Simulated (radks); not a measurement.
# Valence configurations of Cl

Aim: which of several valence configurations of Cl lies lowest at this level, and whether it is the one NIST lists ([Ne] 3s2 3p5).

Method: scalar-relativistic Kohn-Sham, BLYP, spin-unpolarised, spherical densities, point nucleus. Code: radks (a radial shooting solver on a logarithmic mesh, Libxc functionals) version 1.

### Step 1. Starting point

```
element       : chlorine (Z = 17)
charge        : 0
electrons     : 17
configuration : [Ne] 3s2 3p5
others tried  : 3s1.5 3p5.5; 3s1 3p6
```

Outer shells as boxes (Hund's rule):

Cl
```
[Ne] core
3s [↑↓]
3p [↑↓][↑↓][↑ ]
```

### Step 2. [Ne] 3s2 3p5

The run's settings:

```text
Z 17
configuration [Ne] 3s2 3p5
relativity scalar-relativistic
functional b88,lyp
spin unpolarised
nucleus point
c 137.035999084
```

### Step 3. [Ne] 3s1.5 3p5.5

The run's settings:

```text
Z 17
configuration [Ne] 3s1.5 3p5.5
relativity scalar-relativistic
functional b88,lyp
spin unpolarised
nucleus point
c 137.035999084
```

### Step 4. [Ne] 3s1 3p6

The run's settings:

```text
Z 17
configuration [Ne] 3s1 3p6
relativity scalar-relativistic
functional b88,lyp
spin unpolarised
nucleus point
c 137.035999084
```

**Question.** What will these runs give? Wanted: for each run, valence; E − E(NIST configuration); highest level; its energy; 1s shift.

As calculated:

| valence | E − E(NIST configuration) (eV) | highest level | its energy (eV) | 1s shift (eV) |
| --- | --- | --- | --- | --- |
| 3s2 3p5 | 0.000 | 3p | -8.459 | +0.00 |
| 3s1.5 3p5.5 | 6.057 | 3p | -8.730 | -0.68 |
| 3s1 3p6 | 12.144 | 3p | -8.993 | -1.34 |

What this shows: The NIST configuration is the lowest of those tried, 6.057 eV under 3s1.5 3p5.5. The energies are those of spherical spin-averaged densities, not of single terms. The 1s eigenvalue shifts by up to 1.34 eV as the valence charge is rearranged.
